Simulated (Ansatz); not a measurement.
# Lu3TiN: what a guessed cell relaxes into

Where does this trial cell of Lu3TiN go when cell and atoms are let free?

Program: Ansatz 0.2.0. Level of theory: DFT PBE, scalar-relativistic, plane waves, PAW. These are calculated values, not measurements.

## (1) The structure to begin with

Symmetry: Pm-3m, No. 221, cubic system. The conventional cell has a = 4.589 Å, b = 4.589 Å, c = 4.589 Å, α = 90.00°, β = 90.00°, γ = 90.00°. Around Lu (site symmetry 4/mmm) lie 2 N at 2.29 Å. Ti (site symmetry m-3m) is surrounded by 12 Lu at 3.25 Å. Around N (site symmetry m-3m) lie 6 Lu at 2.29 Å.

Structure file:

```
Lu Ti N
1.0
     4.58930    0.00000    0.00000
     0.00000    4.58930    0.00000
     0.00000    0.00000    4.58930
Lu Ti N
3 1 1
Direct
  0.50000 0.00000 0.50000
  0.50000 0.50000 0.00000
  0.00000 0.50000 0.50000
  0.00000 0.00000 0.00000
  0.50000 0.50000 0.50000
```

The cell is invented: species swapped into a database cell of Ti3AlN (Pm-3m, No. 221), with Lu on the Ti sites and Ti on the Al sites. Its size is a rough estimate.

## (2) A first look at the guess

File input.yaml:

```yaml
crystal:
  lattice:
    - [4.58929993, 0.0, 0.0]
    - [0.0, 4.58929993, 0.0]
    - [0.0, 0.0, 4.58929993]
  atoms:
    - { symbol: Lu, position: [0.5, 0.0, 0.5] }
    - { symbol: Lu, position: [0.5, 0.5, 0.0] }
    - { symbol: Lu, position: [0.0, 0.5, 0.5] }
    - { symbol: Ti, position: [0.0, 0.0, 0.0], spin: 1.0 }
    - { symbol: "N", position: [0.5, 0.5, 0.5] }
basis:
  ecutwfc: 420
kpoints:
  mp_grid: { grid: [4, 4, 4] }
hamiltonian:
  xc: pbe
scf:
  occupations: { method: gaussian, width: 0.1 }
  lower_state_search: "off"
output:
  forces: true
  stress: true
  eigenvalues: true
  populations: true
magnetization:
  spin_polarized: true
```

Command:

```console
> ansatz run input.yaml --threads 1 --pin off --max-ram 2560MiB --backend cpu --events-out ev --progress --plain --runs-dir out
```

Further runs follow: rough relaxation on the coarse mesh; relaxation on the finer mesh.

**Question.** What will these runs give? Wanted: conventional cell; volume; energy over the elements; gap on the mesh; total moment.

**Answer**, as computed:

| quantity | value |
| --- | --- |
| symmetry at the end (tolerance 0.05 Å) | space group Pm-3m (No. 221) |
| conventional cell | a = 4.720 Å, b = 4.720 Å, c = 4.720 Å, α = 90.00°, β = 90.00°, γ = 90.00° |
| volume | 21.03 Å³/atom |
| energy over the elements (uncorrected; H, N, O, F and Cl as molecules) | -0.48 eV/atom |
| gap on the mesh | none (metal) |
| total moment | 3.27 μB/cell |

What this shows: The space group Pm-3m (No. 221) is kept, and the volume per atom grows by 8.8 % from the first guess. It lies below the elements, which doesn't yet make it stable: competing phases were not computed in this session. No finished test with a distortion of lower symmetry is shown, so the end may be a saddle point. The runs treat Lu without spin-orbit coupling. Other magnetic orders were not searched.
